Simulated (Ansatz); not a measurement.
# PtSTe: the cell at several levels of theory

The task here is to estimate one member of a computed series from the others.

Code: Ansatz 0.2.0. PAW datasets, plane waves, zero pressure. The structure was generated, not taken from experiment, and needn't be the ground state; spin polarisation is off.

## The system as given

The sheet's in-plane cell has a = 3.880 Å, b = 3.880 Å (γ = 120.0°), and its outermost atoms lie 3.15 Å apart along the normal. Around Pt lie 3 S at 2.74 Å and 3 Te at 2.74 Å; around S lie 3 Pt at 2.74 Å; around Te lie 3 Pt at 2.74 Å.

As a file:

```cif
data_structure
_symmetry_space_group_name_H-M 'P 1'
_symmetry_Int_Tables_number 1
_cell_length_a 3.8796
_cell_length_b 3.8796
_cell_length_c 18.0000
_cell_angle_alpha 90.000
_cell_angle_beta 90.000
_cell_angle_gamma 120.000
_cell_volume 234.63
loop_
_atom_site_label
_atom_site_type_symbol
_atom_site_fract_x
_atom_site_fract_y
_atom_site_fract_z
_atom_site_occupancy
Pt1 Pt 0.00000 0.00000 0.50000 1
S1 S 0.33333 0.66667 0.58758 1
Te1 Te 0.66667 0.33333 0.41242 1
```
Two periodic directions, a and b.

Set-up of the first run:

Input file input.yaml:

```yaml
crystal:
  lattice:
    - [3.87963596, 0.0, 0.0]
    - [-1.93981798, 3.3598632988, 0.0]
    - [0.0, 0.0, 18.0]
  atoms:
    - { symbol: Pt, position: [0.0, 0.0, 0.5] }
    - { symbol: S, position: [0.3333333333, 0.6666666667, 0.5875802014] }
    - { symbol: Te, position: [0.6666666667, 0.3333333333, 0.4124197986] }
  periodic: [true, true, false]
kpoints:
  mp_grid: { grid: [12, 12, 1] }
hamiltonian:
  xc: pbe
scf:
  occupations: { method: fermi_dirac, width: 0.02 }
relax:
  f_tol: 0.005
  cell: {}
```

Launch:

```
$ ansatz run input.yaml --threads 4 --pin off --max-ram 5529MiB --backend cpu --events-out ev --progress --plain --runs-dir out
```

Among the steps run: Relaxing with PBE; Relaxing with r2SCAN; Relaxing with PBEsol; Relaxing with LDA; HSE06: cell and atoms.

One of the session's tables, all rows but one given; the rest of the session is left out.

```
 level  a (Å)  area (Å²/atom)
   PBE  3.811           4.193
r2SCAN  3.773           4.110
PBEsol  3.759           4.080
   LDA      ?               ?
 HSE06  3.760           4.080
```

Estimate the missing values for LDA.

The run gave: a (Å): 3.732; area (Å²/atom): 4.020. In the column «a (Å)» it is the lowest.

What this shows: The first relaxation changed the area by -3.5 % from the start. LDA gives the smallest cell and PBE the largest; they differ by 4.3 % in area, a mean of 2.1 % in length. The meshes differ: PBE 12×12×1, r2SCAN 12×12×1, PBEsol 12×12×1, LDA 12×12×1, HSE06 6×6×1.

Limits of these values: Warnings in the runs' records: slab cell height set.
